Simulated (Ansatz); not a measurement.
# CH5Sn− (SMILES [CH2-][SnH3]): one structure at several levels

An exercise on one series of results from a longer session: the logs are not shown, and one member is left open.

The runs use Ansatz 0.2.0, Gaussian basis; single points in def2-TZVPPD.

Cores are frozen in the correlated methods. Filled d shells of the heavier atoms are correlated. Core potentials replace the inner electrons past krypton, and spin-orbit coupling is left out. B3LYP uses VWN-RPA correlation.

### The system as given

SMILES `[CH2-][SnH3]`, 7 atoms, charge -1, spin multiplicity 1.

Atoms are counted from 1 here; the program's logs count them from 0.

Bond lengths: C1–Sn2 2.107 Å, C1–H3 1.063 Å, C1–H4 1.105 Å, Sn2–H5 1.762 Å, Sn2–H6 1.809 Å, Sn2–H7 1.887 Å. Angles: Sn2–C1–H3 105.8°, Sn2–C1–H4 105.5°, H3–C1–H4 102.6°, C1–Sn2–H5 115.2°, C1–Sn2–H6 112.9°, C1–Sn2–H7 133.6°, H5–Sn2–H6 96.6°, H5–Sn2–H7 95.2°, H6–Sn2–H7 96.2°.

Coordinates:

```xyz
7
CH5Sn
C    -0.6596   -1.3255    0.3638
Sn    0.1545    0.5588   -0.1121
H    -0.5865   -1.9044   -0.5249
H     0.0811   -1.8079    1.0271
H    -0.8429    1.5655   -1.1598
H     0.1804    1.6907    1.2983
H     1.7983    1.1154   -0.8519
```

The first run:

run/in.yaml

```yaml
crystal:
  periodic: [false, false, false]
  atoms:
    - {symbol: C, position_ang: [-0.659600, -1.325500, 0.363800]}
    - {symbol: Sn, position_ang: [0.154500, 0.558800, -0.112100]}
    - {symbol: H, position_ang: [-0.586500, -1.904400, -0.524900]}
    - {symbol: H, position_ang: [0.081100, -1.807900, 1.027100]}
    - {symbol: H, position_ang: [-0.842900, 1.565500, -1.159800]}
    - {symbol: H, position_ang: [0.180400, 1.690700, 1.298300]}
    - {symbol: H, position_ang: [1.798300, 1.115400, -0.851900]}
basis:
  gaussian: {orbitals: "def2-TZVPPD.json"}
total_charge: -1
correlation: {method: ccsd_t}
output: {forces: true}
```

The basis file named in the input lies beside it (Basis Set Exchange, JSON).

The command line of these runs was not kept.

Among the steps run: CCSD(T)/def2-TZVPPD; PBE0-D4/def2-TZVPPD; wB97M-V/def2-TZVPPD; r2SCAN-D4/def2-TZVPPD; PBE-D4/def2-TZVPPD; B3LYP-D4/def2-TZVPPD; r2SCANh-D4/def2-TZVPPD.

One table of the session follows, with a row left open; its other results are not shown here.

| method | RMS force component (eV/Å) | angle to CCSD(T) forces (°) |
| --- | --- | --- |
| CCSD(T) | 0.577 | reference |
| PBE0-D4 | 0.530 | 7.6 |
| wB97M-V | 0.547 | 5.6 |
| r2SCAN-D4 | 0.524 | 7.8 |
| PBE-D4 | 0.541 | 18.0 |
| B3LYP-D4 | ? | ? |
| r2SCANh-D4 | 0.525 | 5.5 |

Q: Estimate the row for B3LYP-D4 from the others.

The run gave: RMS force component (eV/Å): 0.502; angle to CCSD(T) forces (°): 9.7. In the column «RMS force component (eV/Å)» it is the lowest.
